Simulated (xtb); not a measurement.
**BSiH3F2 (SMILES FB[SiH2]F) at GFN2-xTB**

We compute the energy of BSiH3F2. 

Program for the calculation: xtb 6.7.1 later snapshot.

5 further runs of the same task are left out: 5 set aside as unsound or not needed.

### 1 The system as given

BSiH3F2: 7 atoms, total charge 0, spin state singlet. SMILES: `FB[SiH2]F`. The shape is that of a GFN2-xTB optimisation. This is one conformer, not always the lowest.

Bond lengths: F1–B2 1.314 Å, B2–Si3 1.972 Å, Si3–F4 1.619 Å, B2–H5 1.180 Å, Si3–H6 1.464 Å, Si3–H7 1.464 Å. Angles: F1–B2–Si3 121.1°, B2–Si3–F4 110.7°, F1–B2–H5 113.9°, Si3–B2–H5 125.0°, B2–Si3–H6 115.8°, B2–Si3–H7 115.8°, F4–Si3–H6 102.4°, F4–Si3–H7 102.4°, H6–Si3–H7 108.1°.

### 2 A single-point energy at GFN2-xTB

Input file .CHRG:

```
0
```

Input file .UHF:

```
0
```

Input file detailed.inp:

```
$scc
   broydamp=0.02
$end
```

Input file geom.xyz:

```xyz
7

F     -1.42059000     0.77601000    -1.41443000
B     -0.40303000     0.95543000    -0.60333000
Si     0.34194000    -0.54228000     0.44125000
F     -0.43774000    -1.92018000     0.10220000
H     -0.00498000     2.06572000    -0.57290000
H      1.73455000    -0.89043000     0.15276000
H      0.18986000    -0.44426000     1.89444000
```

Started as:

```sh
$ xtb geom.xyz -I detailed.inp --gfn 2 > xtb.out 2> xtb.err
```

Q: Predict the results. Wanted: total energy; dipole moment; HOMO energy; LUMO energy; HOMO–LUMO gap; dispersion energy; mean polarisability.

**Answer.** As computed:

Level: GFN2-xTB.

| quantity | value |
| --- | --- |
| total energy | -14.05121 Eh |
| dipole moment | 2.32 D |
| HOMO energy | -10.85 eV |
| LUMO energy | -7.84 eV |
| HOMO–LUMO gap | 3.01 eV |
| dispersion energy | -7.42 kJ/mol |
| mean polarisability (D4 model) | 45.5 bohr³ |
